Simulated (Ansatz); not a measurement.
**CH6BClSi: up Jacob's ladder to CCSD(T)**

An exercise on one series of results from a longer session: the logs are not shown, and one member is left open.

Computed with Ansatz 0.2.0, Gaussian basis. Level: functionals in def2-TZVPP, the program's frozen cores in correlated methods.

Plan: LDA (SPW92), PBE-D4, revPBE-D4, BLYP-D4, r2SCAN-D4, B97M-V, PBE0-D4, B3LYP-D4, r2SCANh-D4, r2SCAN0-D4, HSE06-D4, BHLYP-D4, CAM-B3LYP-D4, LC-ωPBE, ωB97X-V, ωB97M-V, B2PLYP, PBE-QIDH; CCSD(T)/def2-SVP; CCSD(T)/def2-TZVPP; MP2/def2-QZVPP; extrapolation to the limit; RPA on PBE.

## The geometry

An earlier PBE0-D4 in a triple-zeta def2 set relaxation fixed the geometry.

SMILES `CB[SiH2]Cl`, 10 atoms, charge 0, spin multiplicity 1.

Atoms are counted from 1 here; the program's logs count them from 0.

Bond lengths: C1–B2 1.551 Å, C1–H5 1.092 Å, C1–H6 1.105 Å, C1–H7 1.093 Å, B2–Si3 2.014 Å, B2–H8 1.198 Å, Si3–Cl4 2.067 Å, Si3–H9 1.491 Å, Si3–H10 1.489 Å. Angles: B2–C1–H5 116.8°, B2–C1–H6 103.4°, B2–C1–H7 113.8°, H5–C1–H6 106.5°, H5–C1–H7 110.1°, H6–C1–H7 105.0°, C1–B2–Si3 120.7°, C1–B2–H8 119.2°, Si3–B2–H8 120.1°, B2–Si3–Cl4 113.5°, B2–Si3–H9 109.4°, B2–Si3–H10 111.8°, Cl4–Si3–H9 107.3°, Cl4–Si3–H10 107.1°, H9–Si3–H10 107.5°.

As a file:

```xyz
10

C    -1.4088    0.7114   -0.0393
B    -0.4682   -0.5070   -0.2294
Si    1.4870   -0.3784    0.2364
Cl    2.6126   -1.9540   -0.4870
H    -1.0447    1.5200    0.5970
H    -1.4975    1.1287   -1.0583
H    -2.4287    0.4401    0.2455
H    -0.9103   -1.5201   -0.6915
H     1.6433   -0.3650    1.7186
H     2.0984    0.8732   -0.2891
```

Set-up of the first run:

Input file in.yaml:

```yaml
crystal:
  periodic: [false, false, false]
  atoms:
    - {symbol: C, position_ang: [-1.408847, 0.711366, -0.039345]}
    - {symbol: B, position_ang: [-0.468218, -0.507022, -0.229398]}
    - {symbol: Si, position_ang: [1.486989, -0.378382, 0.236392]}
    - {symbol: Cl, position_ang: [2.612559, -1.954019, -0.487014]}
    - {symbol: H, position_ang: [-1.044720, 1.520045, 0.596968]}
    - {symbol: H, position_ang: [-1.497472, 1.128703, -1.058324]}
    - {symbol: H, position_ang: [-2.428702, 0.440116, 0.245537]}
    - {symbol: H, position_ang: [-0.910328, -1.520116, -0.691537]}
    - {symbol: H, position_ang: [1.643323, -0.365040, 1.718615]}
    - {symbol: H, position_ang: [2.098416, 0.873249, -0.289094]}
basis:
  gaussian: {orbitals: def2-TZVPP}
hamiltonian: {xc: lda}
output: {orbitals: {seedname: orbitals}}
```

Run with:

```console
$ ansatz run in.yaml --threads 2 --pin off --events-out ev --progress --plain --max-ram 4352MiB
```

Steps of the session up to this table: LDA; PBE-D4 (GGA); revPBE-D4 (GGA); BLYP-D4 (GGA); r2SCAN-D4 (meta-GGA); B97M-V (meta-GGA); B3LYP-D4 (hybrid); r2SCANh-D4 (hybrid); r2SCAN0-D4 (hybrid); HSE06-D4 (hybrid); BHLYP-D4 (hybrid); CAM-B3LYP-D4 (range-separated); LC-ωPBE (range-separated); ωB97X-V (range-separated); ωB97M-V (range-separated); B2PLYP (double hybrid); PBE-QIDH (double hybrid).

One table of the session follows, with a row left open; its other results are not shown here.

It belongs to the step «Orbital energies across the functionals». 

| functional | HOMO (eV) | LUMO (eV) | gap (eV) |
| --- | --- | --- | --- |
| LDA (SPW92) | -6.72 | -3.33 | 3.39 |
| PBE-D4 | -6.66 | -3.10 | 3.56 |
| revPBE-D4 | -6.62 | -2.99 | 3.63 |
| BLYP-D4 | -6.55 | -2.92 | 3.63 |
| r2SCAN-D4 | -6.93 | -2.79 | 4.14 |
| B97M-V | -7.03 | -2.89 | 4.14 |
| PBE0-D4 | -7.90 | -2.13 | 5.77 |
| B3LYP-D4 | ? | ? | ? |
| r2SCANh-D4 | -7.39 | -2.45 | 4.93 |
| r2SCAN0-D4 | -8.07 | -1.96 | 6.12 |
| HSE06-D4 | -7.50 | -2.51 | 4.99 |
| BHLYP-D4 | -9.08 | -1.06 | 8.02 |
| CAM-B3LYP-D4 | -9.26 | -0.98 | 8.28 |
| LC-ωPBE | -10.59 | 0.18 | 10.77 |
| ωB97X-V | -10.25 | 0.08 | 10.33 |
| ωB97M-V | -10.05 | -0.16 | 9.89 |

**Question.** Estimate the row for B3LYP-D4.

Worked estimate for «HOMO (eV)». Against the share of exact exchange, BLYP-D4 (0, -6.55), BHLYP-D4 (0.5, -9.08) give a slope of -5.06 per unit share; at 0.2 the line stands at -7.56.

**Answer.** HOMO (eV): -7.71; LUMO (eV): -2.32; gap (eV): 5.39. In «HOMO (eV)» the line misses by +0.15.
